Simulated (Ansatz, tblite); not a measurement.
# KAgCl₂ with GFN2-xTB from a Python script

These are simulated results from tblite 0.8.0, not measurements. The cell was built from a prototype and was relaxed with r2SCAN in plane waves (Ansatz 0.2.0). It may be hypothetical. All runs are without spin polarisation.

Space group R-3m (No. 166), trigonal; conventional cell a = 4.196 Å, c = 20.015 Å, 25.44 Å³ an atom. Around K lie 6 Cl at 3.08 Å; around Ag lie 6 Cl at 2.82 Å; around Cl lie 3 Ag at 2.82 Å and 3 K at 3.08 Å.

tblite solves periodic systems at the zone centre alone, so the script builds a cluster of 3×3×1 conventional cells (108 atoms), which folds in a coarse mesh of k points.

The script, run.py:

```python
import json
from ase import Atoms
from ase.build import make_supercell
from ase.units import Bohr, GPa, Hartree
from tblite.interface import Calculator

atoms = Atoms(['K', 'Ag', 'Cl', 'Cl'],
              cell=[[2.09824159, 1.21142035, 6.67168704], [-2.09824159, 1.21142035, 6.67168704], [0.0, -2.4228407, 6.67168704]],
              scaled_positions=[[1.0, 0.0, 0.0], [0.5, 0.5, 0.5], [0.23834505, 0.23834505, 0.23834505], [0.76165495, 0.76165495, 0.76165495]],
              pbc=True)
cluster = make_supercell(atoms, [[3, -3, 0], [0, 3, -3], [1, 1, 1]])
calc = Calculator('GFN2-xTB', cluster.numbers, cluster.positions / Bohr, lattice=cluster.cell[:] / Bohr, periodic=cluster.pbc)
calc.set('temperature', 0.02 / Hartree)
calc.set('max-iter', 150)
res = calc.singlepoint()
levels = res.get('orbital-energies') * Hartree
nv = round(res.get('orbital-occupations').sum() / 2)
cells = len(cluster) // len(atoms)
out = {'energy_per_cell': res.get('energy') * Hartree / cells, 'homo': levels[nv - 1], 'lumo': levels[nv],
       'stress': (-res.get('virial') * Hartree / cluster.get_volume() / GPa).tolist(), 'charges': res.get('charges')[:len(atoms)].tolist(), 'electrons': 2 * nv / cells}
json.dump(out, open('results.json', 'w'))
for key, value in out.items():
    print(key, value)
```

Command: `python run.py`. It took 85 s on 1 thread of Intel(R) Xeon(R) 6975P-C (Granite Rapids) (shared host), peak memory 0.18 GiB.

What it printed:

```
------------------------------------------------------------
  cycle        total energy    energy error   density error
------------------------------------------------------------
      1     -361.2524121363  -3.6142439E+02   8.2234235E-01
      2     -362.6105782151  -1.3581661E+00   1.5844946E-01
      3     -363.5206985887  -9.1012037E-01   8.8589153E-02
      4     -362.9200438666   6.0065472E-01   4.8460146E-01
      5     -363.1087770071  -1.8873314E-01   3.4756841E-01
      6     -363.1677563679  -5.8979361E-02   6.5440645E-02
      7     -363.5288918679  -3.6113550E-01   3.2491341E-01
      8     -363.5977151287  -6.8823261E-02   3.1315202E-01
      9     -363.6094802598  -1.1765131E-02   2.3610348E-01
     10     -363.6310180805  -2.1537821E-02   1.7837451E-01
     11     -363.6480549304  -1.7036850E-02   1.5294341E-01
     12     -363.6594823246  -1.1427394E-02   1.3673318E-01
     13     -363.6810746898  -2.1592365E-02   9.9567501E-02
     14     -363.6983279171  -1.7253227E-02   6.2554204E-02
     15     -363.7155597154  -1.7231798E-02   4.5444028E-03
     16     -363.7053917030   1.0168012E-02   6.1239506E-02
     17     -363.6588750221   4.6516681E-02   2.2758000E-01
     18     -363.6902422017  -3.1367180E-02   1.3109581E-01
     19     -363.6701718180   2.0070384E-02   1.9161880E-01
     20     -363.5048314188   1.6534040E-01   1.0149537E-01
     21     -363.7058618214  -2.0103040E-01   8.1394077E-02
     22     -363.6939762335   1.1885588E-02   1.2210486E-01
     23     -363.7055364254  -1.1560192E-02   8.8069472E-02
     24     -363.7172842019  -1.1747777E-02   1.8417918E-02
     25     -363.6755136222   4.1770580E-02   1.4469650E-01
     26     -363.6425454576   3.2968165E-02   1.1398584E-01
     27     -363.7127372328  -7.0191775E-02   2.8769646E-02
     28     -363.6993638346   1.3373398E-02   1.1323202E-01
     29     -363.7090046088  -9.6407743E-03   7.6242725E-02
     30     -363.7087741812   2.3042759E-04   6.0758869E-02
     31     -363.7135343676  -4.7601864E-03   3.8043824E-02
     32     -363.7148507202  -1.3163526E-03   3.4343031E-02
     33     -363.7108814511   3.9692691E-03   6.7892888E-02
     34     -363.7089470682   1.9343829E-03   7.9380231E-02
     35     -363.7156327895  -6.6857213E-03   1.9378687E-02
     36     -363.7183343843  -2.7015948E-03   7.7439190E-03
     37     -363.7179349076   3.9947676E-04   5.2426897E-03
     38     -363.7183777783  -4.4287071E-04   3.8412584E-03
     39     -363.7184146646  -3.6886305E-05   3.7021500E-03
     40     -363.7182986863   1.1597829E-04   1.0409330E-02
     41     -363.7182588817   3.9804555E-05   1.6426200E-02
     42     -363.7181615238   9.7357893E-05   1.8278934E-02
     43     -363.7183712904  -2.0976656E-04   1.3669716E-02
     44     -363.7185608689  -1.8957854E-04   6.5112432E-03
     45     -363.7185654648  -4.5959250E-06   5.6287968E-03
     46     -363.7184955775   6.9887398E-05   9.3445745E-03
     47     -363.7185110907  -1.5513219E-05   9.0597767E-03
     48     -363.7185688149  -5.7724214E-05   6.8294381E-03
     49     -363.7186091533  -4.0338447E-05   4.4591794E-03
     50     -363.7186111314  -1.9780509E-06   4.3350548E-03
     51     -363.7186105266   6.0475719E-07   4.3878242E-03
     52     -363.7186171217  -6.5951198E-06   3.7614247E-03
     53     -363.7186133689   3.7528184E-06   4.0597524E-03
     54     -363.7186330784  -1.9709462E-05   1.9452463E-03
     55     -363.7186349300  -1.8515850E-06   8.8924575E-04
     56     -363.7186349537  -2.3755774E-08   5.3557877E-04
     57     -363.7186409545  -6.0007928E-06   3.0036716E-04
     58     -363.7186427284  -1.7738758E-06   4.6477392E-04
     59     -363.7186438649  -1.1365417E-06   7.1337241E-04
     60     -363.7186453915  -1.5265586E-06   1.7982258E-04
     61     -363.7186460726  -6.8111740E-07   3.2052207E-04
     62     -363.7186462659  -1.9330895E-07   4.1374447E-04
     63     -363.7186463322  -6.6309553E-08   2.9701833E-04
     64     -363.7186463301   2.1228175E-09   2.9886087E-04
     65     -363.7186463071   2.3041991E-08   2.6581203E-04
     66     -363.7186462472   5.9826050E-08   2.9096462E-04
     67     -363.7186461143   1.3294249E-07   4.4176722E-04
     68     -363.7186457742   3.4010765E-07   8.0081507E-04
     69     -363.7186450615   7.1265913E-07   1.1373038E-03
     70     -363.7186451272  -6.5643746E-08   1.1212981E-03
     71     -363.7186457489  -6.2171381E-07   9.0525856E-04
     72     -363.7186460594  -3.1049501E-07   7.6674402E-04
     73     -363.7186462148  -1.5537341E-07   6.8439774E-04
     74     -363.7186463553  -1.4050335E-07   6.0395614E-04
     75     -363.7186464488  -9.3547726E-08   5.4050803E-04
     76     -363.7186464692  -2.0389678E-08   5.2529895E-04
     77     -363.7186464783  -9.1409902E-09   5.1918234E-04
     78     -363.7186464815  -3.1256491E-09   5.1832193E-04
     79     -363.7186464962  -1.4750867E-08   5.0559644E-04
     80     -363.7186464089   8.7315527E-08   5.6869779E-04
     81     -363.7186465614  -1.5254341E-07   4.5369592E-04
     82     -363.7186466088  -4.7319361E-08   4.0996114E-04
     83     -363.7186466032   5.5417217E-09   4.1496703E-04
     84     -363.7186466550  -5.1789414E-08   3.6396344E-04
     85     -363.7186466684  -1.3339900E-08   3.4140812E-04
     86     -363.7186467109  -4.2520185E-08   2.8092878E-04
     87     -363.7186467550  -4.4083833E-08   2.0023349E-04
     88     -363.7186468029  -4.7918377E-08   3.6327531E-05
     89     -363.7186468031  -2.3300117E-10   4.0397423E-05
     90     -363.7186468048  -1.7045068E-09   3.3625811E-05
     91     -363.7186468021   2.7424676E-09   2.9177790E-05
     92     -363.7186467949   7.1786417E-09   1.1160113E-05
------------------------------------------------------------

 total:                            1 min,24.552 sec
energy_per_cell -366.5662408220844
homo -9.564044338810488
lumo -9.45419204709784
stress [[-1.8734512317572245, -0.0003067986702547785, 6.355308641340931e-07], [-0.00030679867025477426, -1.8738055250397707, 2.2397438298008917e-06], [6.355308641556473e-07, 2.2397438297684863e-06, -4.214675288560329]]
charges [0.7006733364640632, 0.07970276230342155, -0.3902083578714409, -0.3902095146038735]
electrons 26.0
```

The cycle table is in hartree for the whole cluster, and the lines after it are in eV (the energy for one cell). The printed stress is in GPa and positive in compression, and the pressure is its mean diagonal.

GFN2-xTB gives a gap of 0.11 eV. On the same cell, plane-wave PBE (Ansatz, 8×8×8 k points and the special points) gives a gap of 2.58 eV and r2SCAN a gap of 3.12 eV; on shared hosts these took about 4.6 and 13 core-seconds on the 4-atom cell, against 85 for the script. Semilocal gaps usually lie below measured ones. xTB was fitted to molecules, so gaps, charges and pressures of solids can be far off, and the gap also depends on the size of the cluster.

The pressure on this cell is -2.7 GPa (positive in compression).

xTB was fitted mostly to molecules, and a small cluster samples few k points, so gaps, pressures and kinks along a curve can be far from a solid's.

The runs are scalar-relativistic, without spin-orbit coupling.
